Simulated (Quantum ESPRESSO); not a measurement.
## MnPt2 under changes of volume

One of the cells (15.408 Å³/atom); the others are scaled copies at fixed shape and fractional positions:

```xyz
3
Lattice="2.8584 0.0000 0.0000 -1.4292 2.4755 0.0000 0.0000 0.0000 6.5325" Properties=species:S:1:pos:R:3 pbc="T T T"
Pt    1.4292    0.8252    2.0656
Pt    0.0000    1.6503    4.4669
Mn    0.0000    0.0000    0.0000
```

The cell comes from a database or a generator and needn't be the stable form of this composition.

```yaml
Program: Quantum ESPRESSO 7.5
Functional: PBEsol
Potentials_or_basis: GBRV 1.5 PBEsol
Cutoff: 612 eV
Density_cutoff: 4898 eV
k_mesh: 11 × 11 × 4
Occupations: fermi-dirac, width 0.05 eV
Spin: collinear spin, ferromagnetic start
Starting_moments: "[0.0, 0.0, 4.0] μB"
```

```csv
volume (Å³/atom),energy over the lowest point (meV/atom),pressure (GPa),moment (μB per cell)
14.483,0.00,1.3,4.21
14.791,0.27,-2.7,4.36
15.099,7.67,-6.3,4.47
15.408,21.76,-9.7,4.55
15.716,?,?,?
16.024,68.18,-15.5,4.65
16.332,99.23,-17.9,4.69
```

Task: What does the run at 15.716 Å³/atom give?

Result: Energy over the lowest point 42.17 meV/atom; pressure -12.8 GPa; moment 4.61 μB per cell.

Worked out: A Birch-Murnaghan fit of order 3 (a polynomial in V^(-2/3)) to the other rows has its minimum at 14.63 Å³/atom with B0 = V·E''(V) = 187 GPa and B' = 2.9 at fixed shape and positions, which overstates the stiffness. It gives 42.14 meV/atom at 15.716 Å³/atom, against the run's 42.17, and -dE/dV = -12.1 GPa, against -12.8. A parabola through the other rows of the moment, of slope 0.177 μB per Å³/atom there, gives 4.62 μB, against the run's 4.61.

Energies are extrapolated to zero smearing.
